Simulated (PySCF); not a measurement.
# TaBr6 (-3): ligand-field states, part 2 of 2

PySCF 2.14.0. Atoms count from 0.

## 7. Ligand-field states: state-averaged CASSCF (bond length × 1.05) in water

Job settings and geometry (Å):

```
{"job": {"kind": "lf", "basis": {"metal": "x2c-TZVPall", "ligand": "x2c-SVPall"}, "nevpt": true, "solvent": "water", "reuse": true}, "charge": -3, "metal": "Ta", "open_shell": "d2"}
Ta     0.000000     0.000000     0.000000
Br     0.000000     0.000000     2.709000
Br     0.000000     0.000000    -2.709000
Br     2.709000     0.000000     0.000000
Br    -2.709000     0.000000     0.000000
Br     0.000000     2.709000     0.000000
Br    -0.000000    -2.709000     0.000000
```

Level: state-averaged CASSCF of the metal d shell, SC-NEVPT2 on the averaged canonical orbitals, state-interaction spin-orbit coupling.

The log of the run:

```text
basis functions 273, electrons 286, active (2e, 5o)
start from the orbitals of the previous structure
stage 1: DIIS on the effective Fock matrix, level shift 0.30
cycle   1  E = -31225.7401500770  dE = -3.123e+04  max|g| = 3.486e+01
cycle   2  E = -31226.5031134505  dE = -7.630e-01  max|g| = 1.914e-01
cycle   3  E = -31226.5263013174  dE = -2.319e-02  max|g| = 5.280e-02
cycle   4  E = -31226.5289884768  dE = -2.687e-03  max|g| = 2.137e-02
cycle   5  E = -31226.5295146711  dE = -5.262e-04  max|g| = 1.366e-02
cycle   6  E = -31226.5297179219  dE = -2.033e-04  max|g| = 8.926e-03
cycle   7  E = -31226.5297986233  dE = -8.070e-05  max|g| = 5.348e-03
cycle   8  E = -31226.5298285380  dE = -2.991e-05  max|g| = 2.958e-03
cycle   9  E = -31226.5298381305  dE = -9.592e-06  max|g| = 1.540e-03
cycle  10  E = -31226.5298407639  dE = -2.633e-06  max|g| = 7.815e-04
cycle  11  E = -31226.5298414997  dE = -7.357e-07  max|g| = 3.911e-04
cycle  12  E = -31226.5298416875  dE = -1.879e-07  max|g| = 1.938e-04
cycle  13  E = -31226.5298417371  dE = -4.960e-08  max|g| = 9.571e-05
cycle  14  E = -31226.5298417505  dE = -1.341e-08  max|g| = 4.777e-05
cycle  15  E = -31226.5298417543  dE = -3.776e-09  max|g| = 2.693e-05
cycle  16  E = -31226.5298417553  dE = -1.033e-09  max|g| = 1.485e-05
cycle  17  E = -31226.5298417556  dE = -2.947e-10  max|g| = 8.191e-06
converged average energy = -31226.5298417556

 mult deg   label        CASSCF/cm-1   NEVPT2/cm-1
   3   3   3T1g                0.0           0.0
   1   3   1T2g             8680.5        7154.9
   1   2   1Eg              8757.4        7400.2
   1   1   1A1g            19422.3       16650.7
   3   3   3T2g            16295.7       18075.9
   3   3   3T1g            23655.8       23520.8
   1   3   1T2g            25471.2       25414.2
   1   3   1T1g            27505.7       27485.0
   3   1   3A2g            33837.1       37049.7
   1   2   1Eg             42834.4       44238.4
   1   1   1A1g            53661.8       51955.5

spin-orbit levels / cm-1
      0.00  x2  3T1g 0.94 1Eg 0.04
    246.34  x3  3T1g 0.95 1T2g 0.03
   3113.23  x3  3T1g 0.99
   4049.27  x1  3T1g 0.96 1A1g 0.03
   8957.04  x3  1T2g 0.92 3T1g 0.04 3T2g 0.03
   9541.25  x2  1Eg 0.94 3T1g 0.04
  18509.13  x1  1A1g 0.85 3T1g 0.11 3T1g 0.04
  19199.31  x1  3T2g 1.00
  19847.42  x3  3T2g 0.92 1T2g 0.04
  20589.78  x3  3T2g 0.96
  20733.14  x2  3T2g 0.93 3T1g 0.04
  24484.82  x1  3T1g 0.87 1A1g 0.12
  24920.46  x3  3T1g 0.97
  25542.29  x3  3T1g 0.62 1T2g 0.37
  26804.46  x2  3T1g 0.93 3T2g 0.04
  28555.72  x3  1T2g 0.60 3T1g 0.36
  29958.61  x3  1T1g 0.96
  39813.89  x3  3A2g 0.96
  46780.28  x2  1Eg 0.98
  54584.24  x1  1A1g 0.98
```

Wall time 3 min (1 thread of Arm Neoverse N1, shared host); peak memory 0.67 GiB.

Warnings kept with the result: strongly covalent, metal-shell active space is small for this complex.

Key values:

| quantity | value |
| --- | --- |
| spin-orbit constant ζ | 1920 cm⁻¹ |

Powder susceptibility:

| T (K) | χT (cm³ K/mol) | μ(eff) |
| --- | --- | --- |
| 2 | 0.001 | 0.09 |
| 20 | 0.010 | 0.28 |
| 100 | 0.050 | 0.63 |
| 300 | 0.136 | 1.04 |

## 8. Ligand-field states: state-averaged CASSCF (bond length × 1.09) in water

Job settings and geometry (Å):

```
{"job": {"kind": "lf", "basis": {"metal": "x2c-TZVPall", "ligand": "x2c-SVPall"}, "nevpt": true, "solvent": "water", "reuse": true}, "charge": -3, "metal": "Ta", "open_shell": "d2"}
Ta     0.000000     0.000000     0.000000
Br     0.000000     0.000000     2.812200
Br     0.000000     0.000000    -2.812200
Br     2.812200     0.000000     0.000000
Br    -2.812200     0.000000     0.000000
Br     0.000000     2.812200     0.000000
Br    -0.000000    -2.812200     0.000000
```

Method: state-averaged CASSCF of the metal d shell, SC-NEVPT2 on the averaged canonical orbitals, state-interaction spin-orbit coupling.

The log of the run:

```text
basis functions 273, electrons 286, active (2e, 5o)
start from the orbitals of the previous structure
stage 1: DIIS on the effective Fock matrix, level shift 0.30
cycle   1  E = -31225.6781384436  dE = -3.123e+04  max|g| = 3.245e+01
cycle   2  E = -31226.5033373219  dE = -8.252e-01  max|g| = 1.979e-01
cycle   3  E = -31226.5327119854  dE = -2.937e-02  max|g| = 4.880e-02
cycle   4  E = -31226.5365926974  dE = -3.881e-03  max|g| = 2.810e-02
cycle   5  E = -31226.5374258110  dE = -8.331e-04  max|g| = 1.707e-02
cycle   6  E = -31226.5377435159  dE = -3.177e-04  max|g| = 1.135e-02
cycle   7  E = -31226.5378673355  dE = -1.238e-04  max|g| = 7.001e-03
cycle   8  E = -31226.5379141166  dE = -4.678e-05  max|g| = 3.845e-03
cycle   9  E = -31226.5379289288  dE = -1.481e-05  max|g| = 1.977e-03
cycle  10  E = -31226.5379330130  dE = -4.084e-06  max|g| = 9.944e-04
cycle  11  E = -31226.5379341692  dE = -1.156e-06  max|g| = 5.065e-04
cycle  12  E = -31226.5379344682  dE = -2.990e-07  max|g| = 2.530e-04
cycle  13  E = -31226.5379345484  dE = -8.021e-08  max|g| = 1.248e-04
cycle  14  E = -31226.5379345701  dE = -2.167e-08  max|g| = 6.604e-05
cycle  15  E = -31226.5379345762  dE = -6.086e-09  max|g| = 3.641e-05
cycle  16  E = -31226.5379345778  dE = -1.630e-09  max|g| = 1.775e-05
cycle  17  E = -31226.5379345783  dE = -4.657e-10  max|g| = 9.638e-06
converged average energy = -31226.5379345783

 mult deg   label        CASSCF/cm-1   NEVPT2/cm-1
   3   3   3T1g                0.0           0.0
   1   3   1T2g             8967.1        7407.4
   1   2   1Eg              9073.7        7679.5
   3   3   3T2g            13361.7       15060.6
   1   1   1A1g            19514.9       17082.7
   3   3   3T1g            21040.1       20816.6
   1   3   1T2g            22966.8       22834.8
   1   3   1T1g            24970.5       24927.7
   3   1   3A2g            27943.5       31062.0
   1   2   1Eg             37250.8       38573.9
   1   1   1A1g            48946.9       46905.1

spin-orbit levels / cm-1
      0.00  x2  3T1g 0.92 1Eg 0.04 3T2g 0.03
    313.79  x3  3T1g 0.94 1T2g 0.04
   3320.56  x3  3T1g 0.98
   4379.57  x1  3T1g 0.96
   9177.95  x3  1T2g 0.87 3T2g 0.06 3T1g 0.05
   9965.68  x2  1Eg 0.93 3T1g 0.04
  16370.61  x1  3T2g 1.00
  17187.81  x3  3T2g 0.88 1T2g 0.07
  17841.11  x3  3T2g 0.95
  18041.48  x2  3T2g 0.92 3T1g 0.03
  18564.01  x1  1A1g 0.64 3T1g 0.32 3T1g 0.04
  22360.99  x1  3T1g 0.65 1A1g 0.33
  22372.80  x3  3T1g 0.97
  23108.75  x3  3T1g 0.59 1T2g 0.38
  24384.24  x2  3T1g 0.92 3T2g 0.03 1Eg 0.03
  26123.73  x3  1T2g 0.57 3T1g 0.37
  27613.39  x3  1T1g 0.96
  34232.28  x3  3A2g 0.93 1T2g 0.04
  41392.19  x2  1Eg 0.98
  49842.82  x1  1A1g 0.98
```

It took 3 min on 1 thread of Arm Neoverse N1, shared host; peak memory 0.68 GiB.

Warnings kept with the result: strongly covalent, metal-shell active space is small for this complex.

From this job:

| quantity | value |
| --- | --- |
| spin-orbit constant ζ | 1965 cm⁻¹ |

Powder susceptibility:

| T (K) | χT (cm³ K/mol) | μ(eff) |
| --- | --- | --- |
| 2 | 0.001 | 0.07 |
| 20 | 0.006 | 0.23 |
| 100 | 0.034 | 0.52 |
| 300 | 0.111 | 0.94 |

## 9. Ligand field across the series

From the NEVPT2 states (cm⁻¹; the spread is that of the fitted one-electron ligand-field levels):

| step | setting | ground state | next state | orbital spread | Racah B | ζ | μ(eff), 300 K |
| --- | --- | --- | --- | --- | --- | --- | --- |
| 2 | as given | 3T1g | 1T2g at 6748 | 22894 | 471 | 1850 | 1.17 |
| 4 | bond length × 0.95 | 3T1g | 1T2g at 6190 | 27992 | 422 | 1750 | 1.30 |
| 5 | bond length × 0.98 | 3T1g | 1T2g at 6547 | 24904 | 454 | 1815 | 1.22 |
| 6 | bond length × 1.02 | 3T1g | 1T2g at 6925 | 20988 | 485 | 1880 | 1.12 |
| 7 | bond length × 1.05 | 3T1g | 1T2g at 7155 | 18357 | 504 | 1920 | 1.04 |
| 8 | bond length × 1.09 | 3T1g | 1T2g at 7407 | 15300 | 524 | 1965 | 0.94 |

## 10. Outcome

This closing draws on all 2 parts.

| quantity | value |
| --- | --- |
| spin-orbit constant ζ (step 2, state-averaged CASSCF in water) | 1850 cm⁻¹ |
| ground multiplicity, μ(eff) at 300 K (step 2, 6 donors at 2.58 Å) | 3, 1.17 μB |
| ground multiplicity, μ(eff) at 300 K (step 4, 6 donors at 2.45 Å) | 3, 1.30 μB |
| ground multiplicity, μ(eff) at 300 K (step 5, 6 donors at 2.53 Å) | 3, 1.22 μB |
| ground multiplicity, μ(eff) at 300 K (step 6, 6 donors at 2.63 Å) | 3, 1.12 μB |
| ground multiplicity, μ(eff) at 300 K (step 7, 6 donors at 2.71 Å) | 3, 1.04 μB |
| ground multiplicity, μ(eff) at 300 K (step 8, 6 donors at 2.81 Å) | 3, 0.94 μB |

**Reading.** In step 2, χT goes from 0.00 at 2 K to 0.17 cm³ K/mol at 300 K, as higher levels fill or mix in. Step 3 is set aside: its active space failed the test for the metal's shell. The spread of the ligand-field levels runs from 15300 cm⁻¹ (bond length × 1.09) to 27992 cm⁻¹ (bond length × 0.95); μ(eff) at 300 K: 0.94 to 1.30 μB. The bonding is strongly covalent, and an active space of the metal's shell alone is small for it, so these values are rough.
